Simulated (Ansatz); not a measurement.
# AlH2Br (SMILES [AlH2][Br]) at HF/STO-3G

Aim: the electronic atomisation energy of AlH2Br at HF/STO-3G, from 4 runs. 

The results are computed with Ansatz 0.2.0.

58 further runs of the same task are left out: 7 that didn't finish, 51 set aside as unsound or not needed.

## Step 1: Starting point

AlH2Br has 4 atoms, charge 0, and is taken as a singlet. As SMILES, `[AlH2][Br]`. The shape is that of a PBE0-D4/def2-TZVP optimisation.

Bond lengths: Al1–Br2 2.256 Å, Al1–H3 1.576 Å, Al1–H4 1.576 Å. Angles: Br2–Al1–H3 117.6°, Br2–Al1–H4 117.6°, H3–Al1–H4 124.9°.

## Step 2: The energy at HF/STO-3G

Input file input.yaml:

```yaml
crystal:
  periodic: [false, false, false]
  atoms:
    - {symbol: Al, position_ang: [-0.148300, -0.064700, -0.110300]}
    - {symbol: Br, position_ang: [1.684900, 0.496600, 1.079700]}
    - {symbol: H, position_ang: [-0.561600, -1.584800, -0.139200]}
    - {symbol: H, position_ang: [-0.919700, 1.092700, -0.850400]}
basis:
  gaussian:
    orbitals: STO-3G
hamiltonian:
  xc: hf
accuracy: high
```

Launch:

```console
ansatz run input.yaml --threads 1 --pin off --max-ram 2610MiB --events-out events.jsonl --progress --plain --runs-dir runs
```

The program printed:

```text
Warning: RAYON_NUM_THREADS=1 ignored (pool sized by the plan → 1); use --threads N
Functional definition: HF
  name "HF"
  exchange = exact_x
  correlation = 0
413 factors; integrals over basis functions are off by at most 1.5e-8 eV
mean field evaluation 1: about -75779.7385 eV, gradient 1.5e1 eV
mean field evaluation 2: about -75779.7486 eV, gradient 1.5e1 eV
mean field evaluation 4: about -75780.9592 eV, gradient 6.5e-1 eV
mean field evaluation 8: about -75780.9607 eV, gradient 3.4e-6 eV
mean field -75780.96065073 eV, -2784.8989377344 hartree, gradient 5.6e-8 eV, S^2 0.000000; 0 other end points of the search recorded, 0 dependent functions left out
reference -75780.96065073 eV, -2784.8989377344 hartree; 25, 25 occupied and 4, 4 virtual orbitals, 413 factors
Total energy: -75780.96065073 eV, -2784.8989377344 hartree
```

Run time: 0.22 s. Hardware: 1 thread of Arm Neoverse V1, shared host.

## Step 3: The Al atom at the same level

Input file run.yaml:

```yaml
crystal:
  periodic: [false, false, false]
  atoms:
    - {symbol: Al, position_ang: [0.000000, 0.000000, 0.000000]}
basis:
  gaussian: {orbitals: STO-3G}
magnetization: {spin_polarized: true, initial_magnetization: 1}
hamiltonian: {xc: hf}
accuracy: high
```

Run the same way, it converges to -238.85836 Eh (log not shown).

## Step 4: The Br atom at the same level

Input file molecule.yaml:

```yaml
basis:
  gaussian: {orbitals: STO-3G}
crystal:
  periodic: [false, false, false]
  atoms:
    - symbol: Br
      position_ang: [0.000000, 0.000000, 0.000000]
magnetization: {spin_polarized: true, initial_magnetization: 1}
hamiltonian: {xc: hf}
accuracy: high
```

Run the same way, it converges to -2544.63678 Eh (log not shown).

## Step 5: The H atom, same level

Input file input.yaml:

```yaml
basis:
  gaussian: {orbitals: STO-3G}
crystal:
  periodic: [false, false, false]
  atoms:
    - {symbol: H, position_ang: [0.000000, 0.000000, 0.000000]}
magnetization: {spin_polarized: true, initial_magnetization: 1}
hamiltonian: {xc: hf}
accuracy: high
```

Launch:

```console
ansatz run input.yaml --threads 1 --pin off --max-ram 2610MiB --events-out events.jsonl --progress --plain --runs-dir runs
```

The program printed:

```text
Warning: RAYON_NUM_THREADS=1 ignored (pool sized by the plan → 1); use --threads N
[... 4 set-up lines as earlier in the session ...]
1 factors; integrals over basis functions are off by at most 4.6e-10 eV
mean field evaluation 1: about -12.6963 eV, gradient 0.0e0 eV
mean field evaluation 2: about -12.6963 eV, gradient 0.0e0 eV
mean field -12.69633895 eV, -0.4665818504 hartree, gradient 0.0e0 eV, S^2 0.750000; 0 other end points of the search recorded, 0 dependent functions left out
reference -12.69633895 eV, -0.4665818504 hartree; 1, 0 occupied and 0, 1 virtual orbitals, 1 factors
Total energy: -12.69633895 eV, -0.4665818504 hartree
```

Wall time 0.04 s (1 thread of Arm Neoverse V1, shared host).

## Step 6: Results

At HF/STO-3G:

| quantity | value |
| --- | --- |
| molecule: total energy | -2784.89894 Eh |
| Al atom: total energy | -238.85836 Eh |
| Al atom: ⟨S²⟩ | 0.750 |
| Br atom: total energy | -2544.63678 Eh |
| Br atom: ⟨S²⟩ | 0.750 |
| H atom: total energy | -0.46658 Eh |
| H atom: ⟨S²⟩ | 0.750 |
| electronic atomisation energy | 12.807 eV |

In words: Taking the molecule apart into free atoms costs 12.81 eV (1236 kJ/mol), before zero-point energy and without spin-orbit coupling. Hartree–Fock lacks the correlation of the bonding pairs, which as a rule makes this value much too low; in minimal bases other errors can mask that. In a minimal basis such a difference can be off by several eV, whatever the method.
